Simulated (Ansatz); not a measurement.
# RuSi: the cost of one run

The runs use Ansatz 0.2.0, Gaussian basis; def2-TZVPP, core rule «outside noble gas», up to 9 orbitals frozen.

Plan: UHF; CCSD(T) on ROHF; CCSD(T) on UHF; CCSDT(Q) on ROHF; CCSDT(Q) on UHF; CASSCF and NEVPT2, 12 electrons in 10 orbitals.

6 further runs of the same task are left out: 2 for a known fault of the program, 4 set aside as unsound or not needed.

### 1 The geometry

The geometry is a PBE0/def2-TZVP stationary point (not a proven minimum) of the parent state, kept for this charge and spin. No spin-orbit coupling is included. Elements past krypton take def2 core potentials.

2 atoms, charge 0, spin multiplicity 3.

Atoms are counted from 1 here; the program's logs count them from 0.

Bond lengths: Ru1–Si2 2.032 Å.

### 2 UHF

The input, in.yaml:

```yaml
crystal:
  periodic: [false, false, false]
  atoms:
    - {symbol: Ru, position_ang: [0.000000, 0.000000, 0.000000]}
    - {symbol: Si, position_ang: [0.000000, 0.000000, 2.032000]}
basis:
  gaussian: {orbitals: def2-TZVPP}
magnetization: {spin_polarized: true, initial_magnetization: 2}
hamiltonian: {xc: hf}
output: {orbitals: {seedname: orbitals}}
```

Launch:

```bash
ansatz run in.yaml --threads 1 --pin off --events-out ev --progress --plain --max-ram 4096MiB --backend cpu
```

Q: Estimate wall time and peak memory on 1 thread of AMD EPYC 7R13, shared host.

About 25 s, with a peak of 0.25 GiB.
